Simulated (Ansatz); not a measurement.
# C₂Cl₂F₄: small, medium and large basis sets

How large a basis does C₂Cl₂F₄ need? Two functionals are run in growing sets.

Method: one geometry, several basis sets; program: Ansatz 0.2.0, Gaussian basis.

Levels to be run: PBE0-D4/def2-SVP; ωB97M-V/def2-SVP; PBE0-D4/def2-QZVPP; ωB97M-V/def2-QZVPP; the functionals' def2-TZVPP values are taken from earlier runs.

### 1 Structure used throughout

All runs share one geometry, relaxed beforehand with PBE0-D4/def2-TZVP.

8 atoms, charge 0, spin multiplicity 1.

Atoms are counted from 1 here; the program's logs count them from 0.

Bond lengths: F1–C2 1.329 Å, C2–F3 1.329 Å, C2–Cl4 1.757 Å, C2–C5 1.555 Å, C5–F6 1.329 Å, C5–F7 1.329 Å, C5–Cl8 1.757 Å. Angles: F1–C2–F3 108.7°, F1–C2–Cl4 109.7°, F1–C2–C5 109.3°, F3–C2–Cl4 109.7°, F3–C2–C5 109.3°, Cl4–C2–C5 110.2°, C2–C5–F6 109.3°, C2–C5–F7 109.3°, C2–C5–Cl8 110.2°, F6–C5–F7 108.7°, F6–C5–Cl8 109.7°, F7–C5–Cl8 109.7°.

### 2 PBE0-D4 in def2-SVP

Input file in.yaml:

```yaml
crystal:
  periodic: [false, false, false]
  atoms:
    - {symbol: F, position_ang: [0.267863, -1.566980, -0.725053]}
    - {symbol: C, position_ang: [-0.250752, -0.345600, -0.649732]}
    - {symbol: F, position_ang: [0.153945, 0.355660, -1.703708]}
    - {symbol: Cl, position_ang: [-2.005133, -0.446917, -0.644550]}
    - {symbol: C, position_ang: [0.250754, 0.345604, 0.649730]}
    - {symbol: F, position_ang: [-0.154153, -0.355467, 1.703748]}
    - {symbol: F, position_ang: [-0.267668, 1.567079, 0.724864]}
    - {symbol: Cl, position_ang: [2.005153, 0.446622, 0.644700]}
basis:
  gaussian: {orbitals: def2-SVP}
hamiltonian: {xc: pbe0, dispersion: d4}
output: {orbitals: {seedname: orbitals}}
```

The run is started by

```bash
$ ansatz run in.yaml --threads 2 --pin off --events-out ev --progress --plain --max-ram 22528MiB --backend cpu
```

After this run come: ωB97M-V in def2-SVP; PBE0-D4 in def2-QZVPP; ωB97M-V in def2-QZVPP.

Q: Predict the results of all the runs planned. Wanted: PBE0-D4: double and triple zeta above quadruple; ωB97M-V: double and triple zeta above quadruple.

As calculated:

```
                                       quantity           value
PBE0-D4: double and triple zeta above quadruple  25.59, 1.37 eV
ωB97M-V: double and triple zeta above quadruple  25.69, 1.29 eV
```

What this shows: PBE0-D4 gains 24.23 eV from double to triple zeta, then 1.37 eV more. Total energies overstate the basis error of differences, where much of it tends to cancel. The LUMO of ωB97M-V is positive and keeps falling with the basis (2.38 to 1.39 eV): an unbound level that the basis holds in place.
